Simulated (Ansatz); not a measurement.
# CH5BN2 (SMILES B1NCN1) at BHLYP/def2-SVPD

Aim: the electronic atomisation energy of CH5BN2 at BHLYP/def2-SVPD, from 5 runs. 

The calculation is run with Ansatz 0.2.0.

49 further runs of the same task are left out: 49 set aside as unsound or not needed. Runs told in other sessions of the task aren't counted.

## 1. The molecule

CH5BN2: 9 atoms, total charge 0, spin state singlet. As SMILES, `B1NCN1`. Geometry: relaxed at PBE0-D4/def2-TZVP.

Bond lengths: B1–N2 1.430 Å, N2–C3 1.458 Å, B1–N4 1.430 Å, C3–N4 1.458 Å, B1–H5 1.191 Å, N2–H6 1.003 Å, C3–H7 1.097 Å, C3–H8 1.097 Å, N4–H9 1.003 Å. Some angles: B1–N2–C3 88.7°, N2–B1–N4 92.5°, N2–C3–N4 90.2°, B1–N4–C3 88.7°, B1–N2–H6 135.4°, C3–N2–H6 124.3°, N2–B1–H5 133.7°, N4–B1–H5 133.8°, N2–C3–H7 113.7°, N2–C3–H8 114.4°.

## 2. A single-point energy at BHLYP/def2-SVPD

File run.yaml:

```yaml
crystal:
  periodic: [false, false, false]
  atoms:
    - symbol: B
      position_ang: [-0.538100, 0.903800, -0.424200]
    - symbol: "N"
      position_ang: [0.763900, 0.350100, -0.630900]
    - symbol: C
      position_ang: [0.430100, -0.702400, 0.322000]
    - symbol: "N"
      position_ang: [-0.891500, -0.116200, 0.513500]
    - symbol: H
      position_ang: [-1.109600, 1.851900, -0.864600]
    - symbol: H
      position_ang: [1.686500, 0.722000, -0.761500]
    - symbol: H
      position_ang: [0.420000, -1.707100, -0.117100]
    - symbol: H
      position_ang: [1.046900, -0.704100, 1.228600]
    - symbol: H
      position_ang: [-1.719800, -0.644400, 0.717000]
basis:
  gaussian:
    orbitals: def2-SVPD
output:
  orbitals: {seedname: orbitals}
accuracy: high
hamiltonian:
  xc: {name: BHLYP}
```

On the command line:

```console
$ ansatz run run.yaml --threads 1 --pin off --max-ram 3480MiB --events-out events.jsonl --progress --plain --runs-dir runs
```

Output:

```text
Warning: RAYON_NUM_THREADS=1 ignored (pool sized by the plan → 1); use --threads N
Functional definition: BHLYP
  name "BHLYP"
  parameter a = 0.5
  exchange = (1 - a)*b88_x + a*exact_x
  correlation = lyp_c
2517 factors; integrals over basis functions are off by at most 3.1e-9 eV
mean field evaluation 1: about -4764.5220 eV, gradient 4.8e1 eV
mean field evaluation 2: about -4763.7679 eV, gradient 5.2e1 eV
mean field evaluation 4: about -4769.3998 eV, gradient 6.7e-1 eV
mean field evaluation 8: about -4769.3990 eV, gradient 9.0e-3 eV
mean field evaluation 16: about -4769.3990 eV, gradient 8.5e-7 eV
mean field -4769.39899767 eV, -175.2721803495 hartree, gradient 6.1e-8 eV, S^2 0.000000; 0 other end points of the search recorded, 0 dependent functions left out
reference -4769.39902588 eV, -175.2721813864 hartree; 15, 15 occupied and 105, 105 virtual orbitals, 2517 factors
Total energy: -4769.39902588 eV, -175.2721813864 hartree
```

It took 18 s on 1 thread of Arm Neoverse N1, shared host; peak memory 0.42 GiB.

## 3. The B atom

File run.yaml:

```yaml
crystal:
  periodic: [false, false, false]
  atoms:
    - {symbol: B, position_ang: [0.000000, 0.000000, 0.000000]}
basis:
  gaussian: {orbitals: def2-SVPD}
accuracy: high
hamiltonian: {xc: {name: BHLYP}}
magnetization: {spin_polarized: true, initial_magnetization: 1}
```

On the command line:

```console
$ ansatz run run.yaml --threads 1 --pin off --max-ram 3480MiB --events-out events.jsonl --progress --plain --runs-dir runs
```

Output:

```text
Warning: RAYON_NUM_THREADS=1 ignored (pool sized by the plan → 1); use --threads N
[... 5 set-up lines as earlier in the session ...]
161 factors; integrals over basis functions are off by at most 2.8e-9 eV
mean field evaluation 1: about -669.9586 eV, gradient 2.8e0 eV
mean field evaluation 2: about -670.0571 eV, gradient 7.9e-1 eV
mean field evaluation 4: about -670.0639 eV, gradient 7.3e-2 eV
mean field evaluation 8: about -670.0640 eV, gradient 1.1e-4 eV
mean field evaluation 16: about -670.0640 eV, gradient 2.1e-8 eV
mean field -670.06398189 eV, -24.6243971486 hartree, gradient 2.1e-8 eV, S^2 0.754510; 0 other end points of the search recorded, 0 dependent functions left out
reference -670.06399753 eV, -24.6243977236 hartree; 3, 2 occupied and 17, 18 virtual orbitals, 161 factors
Total energy: -670.06399753 eV, -24.6243977236 hartree
```

It took 0.64 s on 1 thread of Arm Neoverse N1, shared host.

## 4. The C atom at the same level

File in.yaml:

```yaml
crystal:
  periodic: [false, false, false]
  atoms:
    - {symbol: C, position_ang: [0.000000, 0.000000, 0.000000]}
basis:
  gaussian:
    orbitals: def2-SVPD
magnetization:
  spin_polarized: true
  initial_magnetization: 2
hamiltonian:
  xc: {name: BHLYP}
accuracy: high
```

Run the same way, it converges to -37.80276 Eh (log not shown).

## 5. The H atom, same level

File in.yaml:

```yaml
crystal:
  periodic: [false, false, false]
  atoms:
    - {symbol: H, position_ang: [0.000000, 0.000000, 0.000000]}
basis:
  gaussian:
    orbitals: def2-SVPD
magnetization:
  spin_polarized: true
  initial_magnetization: 1
hamiltonian:
  xc: {name: BHLYP}
accuracy: high
```

On the command line:

```console
$ ansatz run in.yaml --threads 1 --pin off --max-ram 3480MiB --events-out events.jsonl --progress --plain --runs-dir runs
```

Output:

```text
Warning: RAYON_NUM_THREADS=1 ignored (pool sized by the plan → 1); use --threads N
[... 5 set-up lines as earlier in the session ...]
33 factors; integrals over basis functions are off by at most 2.1e-9 eV
mean field evaluation 1: about -13.5381 eV, gradient 8.2e-1 eV
mean field evaluation 2: about -13.5466 eV, gradient 1.5e-1 eV
mean field evaluation 4: about -13.5469 eV, gradient 1.0e-4 eV
mean field evaluation 8: about -13.5469 eV, gradient 2.4e-8 eV
mean field -13.54689866 eV, -0.4978393432 hartree, gradient 2.4e-8 eV, S^2 0.750000; 0 other end points of the search recorded, 0 dependent functions left out
reference -13.54691167 eV, -0.4978398215 hartree; 1, 0 occupied and 7, 8 virtual orbitals, 33 factors
Total energy: -13.54691167 eV, -0.4978398215 hartree
```

Run time: 0.18 s. Hardware: 1 thread of Arm Neoverse N1, shared host.

## 6. The N atom at the same level

File job.yaml:

```yaml
basis:
  gaussian:
    orbitals: def2-SVPD
crystal:
  periodic: [false, false, false]
  atoms:
    - {symbol: "N", position_ang: [0.000000, 0.000000, 0.000000]}
total_charge: 0
magnetization:
  spin_polarized: true
  initial_magnetization: 3
hamiltonian:
  xc: {name: BHLYP}
accuracy: high
```

Run the same way, it converges to -54.52585 Eh (log not shown).

## 7. Results

At BHLYP/def2-SVPD:

```
                     quantity          value
       molecule: total energy  -175.27218 Eh
        molecule: HOMO energy       -8.35 eV
        molecule: LUMO energy        1.16 eV
      molecule: HOMO–LUMO gap        9.51 eV
         B atom: total energy   -24.62440 Eh
                 B atom: ⟨S²⟩          0.755
         C atom: total energy   -37.80276 Eh
                 C atom: ⟨S²⟩          2.005
         H atom: total energy    -0.49784 Eh
                 H atom: ⟨S²⟩          0.750
         N atom: total energy   -54.52585 Eh
                 N atom: ⟨S²⟩          3.755
electronic atomisation energy      35.487 eV
```

**Reading.** Taking the molecule apart into free atoms costs 35.49 eV (3424 kJ/mol), before zero-point energy and without spin-orbit coupling.
